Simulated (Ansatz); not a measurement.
**UBLYP/cc-pVTZ run of PH (SMILES [PH])**

Aim: the electronic atomisation energy of PH at UBLYP/cc-pVTZ, from 3 runs. 

Program for the calculation: Ansatz 0.2.0.

30 further runs of the same task are left out: 30 set aside as unsound or not needed.

### Step 1. Starting point

PH: 2 atoms, total charge 0, spin state triplet. As SMILES, `[PH]`. The shape is that of a PBE0-D4/def2-TZVP optimisation.

Bond lengths: P1–H2 1.428 Å.

### Step 2. A single-point energy at UBLYP/cc-pVTZ

Contents of in.yaml:

```yaml
crystal:
  periodic: [false, false, false]
  atoms:
    - symbol: P
      position_ang: [-0.000000, -0.000000, -0.014610]
    - symbol: H
      position_ang: [0.000000, 0.000000, 1.413680]
basis:
  gaussian: {orbitals: cc-pVTZ}
magnetization: {spin_polarized: true, initial_magnetization: 2}
output: {orbitals: {seedname: orbitals}}
hamiltonian: {xc: {name: BLYP}}
accuracy: high
```

Command:

```console
$ ansatz run in.yaml --threads 1 --pin off --max-ram 3480MiB --events-out events.jsonl --progress --plain --runs-dir runs
```

The log of the run:

```text
Warning: RAYON_NUM_THREADS=1 ignored (pool sized by the plan → 1); use --threads N
Functional definition: BLYP
  name "BLYP"
  parameter beta = 0.0042
  parameter a = 0.04918
  parameter b = 0.132
  parameter c = 0.2533
  parameter d = 0.349
  exchange = b88_x(beta = beta)
  correlation = lyp_c(a = a, b = b, c = c, d = d)
622 factors; integrals over basis functions are off by at most 3.8e-9 eV
mean field evaluation 1: about -9302.7793 eV, gradient 7.7e0 eV
mean field evaluation 2: about -9303.0138 eV, gradient 5.4e0 eV
mean field evaluation 4: about -9303.2351 eV, gradient 3.9e-1 eV
mean field evaluation 8: about -9303.2344 eV, gradient 7.7e-3 eV
mean field evaluation 16: about -9303.2344 eV, gradient 7.7e-7 eV
mean field -9303.23439323 eV, -341.8875579925 hartree, gradient 3.5e-8 eV, S^2 2.004685; 0 other end points of the search recorded, 0 dependent functions left out
reference -9303.23442743 eV, -341.8875592494 hartree; 9, 7 occupied and 39, 41 virtual orbitals, 622 factors
Total energy: -9303.23442743 eV, -341.8875592494 hartree
```

It took 1.1 s on 1 thread of Arm Neoverse V2, shared host; peak memory 0.1 GiB.

### Step 3. The H atom, same level

Contents of in.yaml:

```yaml
crystal:
  periodic: [false, false, false]
  atoms:
    - symbol: H
      position_ang: [0.000000, 0.000000, 0.000000]
basis:
  gaussian:
    orbitals: cc-pVTZ
magnetization:
  spin_polarized: true
  initial_magnetization: 1
hamiltonian:
  xc: {name: BLYP}
accuracy: high
```

Run the same way, it converges to -0.49756 Eh (log not shown).

### Step 4. The P atom at the same level

Contents of run.yaml:

```yaml
crystal:
  periodic: [false, false, false]
  atoms:
    - {symbol: P, position_ang: [0.000000, 0.000000, 0.000000]}
basis:
  gaussian: {orbitals: cc-pVTZ}
magnetization: {spin_polarized: true, initial_magnetization: 3}
hamiltonian: {xc: {name: BLYP}}
accuracy: high
```

Command:

```console
$ ansatz run run.yaml --threads 1 --pin off --max-ram 3480MiB --events-out events.jsonl --progress --plain --runs-dir runs
```

The log of the run, shortened:

```text
Warning: RAYON_NUM_THREADS=1 ignored (pool sized by the plan → 1); use --threads N
[... 9 set-up lines as earlier in the session ...]
333 factors; integrals over basis functions are off by at most 3.8e-9 eV
mean field evaluation 1: about -9286.2599 eV, gradient 4.1e0 eV
mean field evaluation 2: about -9286.3338 eV, gradient 3.2e0 eV
mean field evaluation 4: about -9286.3893 eV, gradient 1.9e-1 eV
mean field evaluation 8: about -9286.3894 eV, gradient 1.4e-4 eV
mean field -9286.38943576 eV, -341.2685172235 hartree, gradient 7.1e-9 eV, S^2 3.750447; 0 other end points of the search recorded, 0 dependent functions left out
reference -9286.38946377 eV, -341.2685182526 hartree; 9, 6 occupied and 25, 28 virtual orbitals, 333 factors
Total energy: -9286.38946377 eV, -341.2685182526 hartree
```

Run time: 0.58 s. Hardware: 1 thread of Arm Neoverse V2, shared host.

### Step 5. Summary of results

At UBLYP/cc-pVTZ:

```
                                    quantity          value
                      molecule: total energy  -341.88756 Eh
molecule: HOMO energy (highest over α and β)       -5.82 eV
 molecule: LUMO energy (lowest over α and β)       -3.99 eV
                              molecule: ⟨S²⟩          2.005
                        H atom: total energy    -0.49756 Eh
                                H atom: ⟨S²⟩          0.750
                        P atom: total energy  -341.26852 Eh
                                P atom: ⟨S²⟩          3.750
               electronic atomisation energy       3.306 eV
```

**Reading.** Taking the molecule apart into free atoms costs 3.31 eV (319 kJ/mol), before zero-point energy and without spin-orbit coupling.
